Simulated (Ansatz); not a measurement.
Consider an atomisation energy of C2H7BN, SMILES B[N]CC (the Python package of Ansatz (0.2.0)).

Script `run_tae.py`:
```python
"""Energy to split C2H7BN into its atoms."""

from collections import Counter

import ansatz as az

params = {
    "basis": "cc-pVDZ",
    "functional": "cam_b3lyp",
}


def single_point(molecule, charge=0, unpaired=0):
    calc = (
        molecule.calculation()
        .basis(gaussian=params["basis"])  # atom-centred Gaussian functions
        .functional(params["functional"])
    )
    if charge:
        calc = calc.charge(charge)
    if unpaired:
        calc = calc.spin("collinear", total=unpaired)
    return calc.run(threads=1, pin="off").report["free_energy_ev"]

GEOMETRY = """
B    -0.61570    1.99660    0.02870
N    -0.43050    0.66850    0.65510
C     0.13280   -0.25150   -0.32390
C     0.46370   -1.59350    0.34910
H    -1.13710    2.90310    0.64280
H    -0.38170    2.26790   -1.11430
H    -0.48820   -0.39130   -1.17640
H     1.18560    0.15130   -0.67300
H     0.84350   -2.29250   -0.33540
H    -0.57530   -2.02020    0.72910
H     1.06820   -1.49540    1.23870
"""


def main() -> None:
    c2h7bn = az.Crystal.molecule()
    for line in GEOMETRY.strip().splitlines():
        symbol, *xyz = line.split()
        c2h7bn = c2h7bn.atom(symbol, [float(v) for v in xyz])

    # unpaired electrons of the ground-state atoms
    unpaired = {"B": 1, "N": 3, "C": 2, "H": 1}
    counts = Counter(site.symbol for site in c2h7bn.cartesian_sites)
    atom_energy = {s: single_point(az.Crystal.molecule().atom(s, (0, 0, 0)), 0, unpaired[s]) for s in counts}
    whole = single_point(c2h7bn, 0, 1)
    for s, e in atom_energy.items():
        print(f"{s:2s} x{counts[s]}  {e:14.5f} eV")
    print(f"C2H7BN: {whole:.5f} eV")
    split = sum(counts[s] * e for s, e in atom_energy.items()) - whole
    print(f"atomisation energy (no zero-point term): {23.060548 * split:.1f} kcal/mol, {split / sum(counts.values()):.3f} eV an atom")


if __name__ == "__main__":
    main()
```

What does it cost to take this molecule apart into atoms?

935.9 kcal/mol from the electronic energies, without the zero-point term.

The output:

```console
$ python run_tae.py
B  x1      -670.42201 eV
N  x1     -1484.85634 eV
C  x2     -1029.38945 eV
H  x7       -13.54839 eV
C2H7BN: -4349.48085 eV
atomisation energy (no zero-point term): 935.9 kcal/mol, 3.690 eV an atom
```

Reading the output:
- Total energies depend on the basis set; only differences at equal settings carry meaning.
- The geometry is a force-field or estimated start, not a minimum of this method, and the basis set is short of its limit. All parts are taken at fixed geometry, without zero-point energy.
- The species is open-shell (spin multiplicity 2).
- Run time: 11 s on 1 thread of Intel(R) Xeon(R) Platinum 8375C CPU @ 2.90GHz (Ice Lake), with other jobs on the host, peak memory 0.37 GiB.
